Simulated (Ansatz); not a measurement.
# ClH2InOS: up Jacob's ladder to CCSD(T)

One table from this session's results is given with a row withheld; the runs are named, their logs left out.

Method: functionals in def2-TZVPP, the program's frozen cores in correlated methods; program: Ansatz 0.2.0, Gaussian basis.

The runs, in order: LDA (SPW92), PBE-D4, revPBE-D4, BLYP-D4, r2SCAN-D4, B97M-V, PBE0-D4, B3LYP-D4, r2SCANh-D4, r2SCAN0-D4, HSE06-D4, BHLYP-D4, CAM-B3LYP-D4, LC-ωPBE, ωB97X-V, ωB97M-V, B2PLYP, PBE-QIDH; CCSD(T)/def2-SVP; CCSD(T)/def2-TZVPP; CCSD(T)/def2-QZVPP; extrapolation to the limit; RPA on PBE.

### The relaxed structure

The geometry comes from an earlier relaxation with PBE0-D4 in a triple-zeta def2 set; it is a stationary point. In takes the def2 core potential; no spin-orbit term is included.

SMILES `[OH][In]([SH])[Cl]`, 6 atoms, charge 0, spin multiplicity 1.

Atoms are counted from 1 here; the program's logs count them from 0.

Bond lengths: O1–In2 1.969 Å, O1–H5 0.961 Å, In2–S3 2.365 Å, In2–Cl4 2.305 Å, S3–H6 1.344 Å. Angles: In2–O1–H5 113.2°, O1–In2–S3 125.8°, O1–In2–Cl4 114.4°, S3–In2–Cl4 119.8°, In2–S3–H6 93.1°.

Set-up of the first run:

in.yaml

```yaml
crystal:
  periodic: [false, false, false]
  atoms:
    - {symbol: O, position_ang: [-0.638207, 1.634644, -0.296915]}
    - {symbol: In, position_ang: [-0.420578, -0.321423, -0.367538]}
    - {symbol: S, position_ang: [1.252355, -1.567227, 0.746140]}
    - {symbol: Cl, position_ang: [-1.978289, -1.407054, -1.673720]}
    - {symbol: H, position_ang: [0.021068, 2.069273, 0.250042]}
    - {symbol: H, position_ang: [1.805751, -0.472212, 1.295890]}
basis:
  gaussian: {orbitals: def2-TZVPP}
hamiltonian: {xc: lda}
output: {orbitals: {seedname: orbitals}}
```

Started as:

```
> ansatz run in.yaml --threads 2 --pin off --events-out ev --progress --plain --max-ram 32768MiB --backend cpu
```

Among the steps run: LDA; PBE-D4 (GGA); revPBE-D4 (GGA); BLYP-D4 (GGA); r2SCAN-D4 (meta-GGA); B97M-V (meta-GGA); PBE0-D4 (hybrid); B3LYP-D4 (hybrid); r2SCANh-D4 (hybrid); r2SCAN0-D4 (hybrid); HSE06-D4 (hybrid); BHLYP-D4 (hybrid); CAM-B3LYP-D4 (range-separated); LC-ωPBE (range-separated); ωB97X-V (range-separated); ωB97M-V (range-separated); B2PLYP (double hybrid); PBE-QIDH (double hybrid).

One table of the session follows, with a row left open; its other results are not shown here.

It belongs to the step «Frontier levels by functional». 

```
  functional  HOMO (eV)  LUMO (eV)  gap (eV)
 LDA (SPW92)      -6.99      -3.32      3.67
      PBE-D4      -6.82      -3.01      3.81
   revPBE-D4      -6.76      -2.89      3.87
     BLYP-D4      -6.66      -2.97      3.69
   r2SCAN-D4      -7.14      -2.80      4.34
      B97M-V      -7.17      -2.85      4.33
     PBE0-D4      -8.10      -2.14      5.96
    B3LYP-D4      -7.84      -2.46      5.39
  r2SCANh-D4      -7.61      -2.49      5.12
  r2SCAN0-D4      -8.31      -2.02      6.29
    HSE06-D4      -7.70      -2.51      5.19
    BHLYP-D4      -9.21      -1.29      7.92
CAM-B3LYP-D4      -9.44      -1.21      8.22
     LC-ωPBE          ?          ?         ?
     ωB97X-V     -10.47      -0.10     10.38
     ωB97M-V     -10.30      -0.25     10.05
```

Estimate the missing values for LC-ωPBE.

The run gave: HOMO (eV): -10.86; LUMO (eV): 0.07; gap (eV): 10.93. In the column «HOMO (eV)» it is the lowest.
